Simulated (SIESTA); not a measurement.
Crystal: InP3.

```xyz
8
Lattice="3.7245 2.1503 3.2950 -3.7245 2.1503 3.2950 0.0000 -4.3007 3.2950" Properties=species:S:1:pos:R:3 pbc="T T T"
In    0.0000    0.0000    7.1617
In    0.0000    0.0000    2.7233
P     0.0000   -2.3864    3.8420
P     2.0667    1.1932    3.8420
P    -2.0667    1.1932    3.8420
P    -2.0667   -1.1932    6.0430
P     0.0000    2.3864    6.0430
P     2.0667   -1.1932    6.0430
```

```yaml
Program: SIESTA 5.4.2
Task: single point
Functional: PBEsol
Potentials_or_basis: PseudoDojo 0.4 standard (PBEsol files)
Basis: DZP (energy shift 0.003 Ry; two zetas on semicore shells)
Grid_cutoff: 500 Ry
Energy_shift: 0.003 Ry
k_mesh: 5 × 5 × 5
Occupations: fermi-dirac, width 0.05 eV
Spin: no spin polarisation
```

On this cell: pressure 0.8 GPa; largest force 0.402 eV/Å; band gap on the k mesh none (metal or under the smearing width).

The same run follows on a disturbed copy (atoms moved at random, drawn with an rms of 0.05 Å):

```xyz
8
Lattice="3.7245 2.1503 3.2950 -3.7245 2.1503 3.2950 0.0000 -4.3007 3.2950" Properties=species:S:1:pos:R:3 pbc="T T T"
In    0.0068   -0.0164    7.1876
In   -0.0323   -0.0121    2.7030
P    -0.0266   -2.3844    3.8285
P     2.0261    1.2074    3.7928
P    -2.0285    1.2006    3.8074
P    -2.0771   -1.1593    6.0659
P     0.0223    2.3810    6.0071
P     2.0729   -1.1766    6.1013
```

Q: What does the disturbed cell give?

A: The energy (extrapolated to zero smearing) moves by +14.4 meV/atom; pressure 1.6 GPa; largest force 1.456 eV/Å; band gap on the k mesh none (metal or under the smearing width).

Forces in eV/Å, atoms in the order of the input:
```
In  -0.105  0.265  0.033
In   0.170 -0.061 -0.252
P    0.465  0.558  0.923
P    0.330 -0.713  0.605
P   -0.321 -0.101  0.512
P    0.375  0.019 -0.602
P   -0.227 -0.118  0.056
P   -0.686  0.149 -1.275
```

Stress tensor (GPa, compression positive):
```
 1.45  0.29  0.40
 0.29  1.58 -0.24
 0.40 -0.24  1.63
```

Caveats: the basis of atomic orbitals isn't converged, which shifts pressures, moduli and gaps.
